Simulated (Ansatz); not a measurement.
# W: the cost of one run

Method: DFT PBEsol, scalar-relativistic, plane waves, PAW, in Ansatz 0.2.0.

### Step 1. The system as given

It takes space group P6/mmm (No. 191, hexagonal). The conventional cell has a = 2.715 Å, b = 2.715 Å, c = 2.537 Å, α = 90.00°, β = 90.00°, γ = 120.00°. W (site symmetry 6/mmm) is surrounded by 8 W at 2.54 to 2.71 Å.

As a file:

```
W
1.0
     2.71494    0.00000    0.00000
    -1.35747    2.35121    0.00000
     0.00000    0.00000    2.53677
W
1
Direct
  0.00000 0.00000 0.00000
```

This is candidate A: simple hexagonal type (P6/mmm, No. 191).

(A quick probe on a coarse mesh, which set the mesh and smearing, is not shown.)

### Step 3. A loose first relaxation (candidate A)

The input, input.yaml:

```yaml
crystal:
  lattice:
    - [2.7149412435, 0.0, 0.0]
    - [-1.3574706217, 2.3512080866, 0.0]
    - [0.0, 0.0, 2.5367732244]
  atoms:
    - { symbol: W, position: [0.0, 0.0, 0.0] }
basis:
  ecutwfc: 420
kpoints:
  mp_grid: { grid: [9, 9, 6] }
hamiltonian:
  xc: pbesol
scf:
  occupations: { method: gaussian, width: 0.1 }
  lower_state_search: "off"
output:
  forces: true
  stress: true
  eigenvalues: true
relax:
  adjacent_minimum: "off"
  f_tol: 0.04
  max_steps: 70
  cell: { stress_tol: 0.4 }
```

What time and memory should one allow on 1 thread of an Arm CPU, shared host?

About 4.4 s, with a peak of 0.26 GiB.
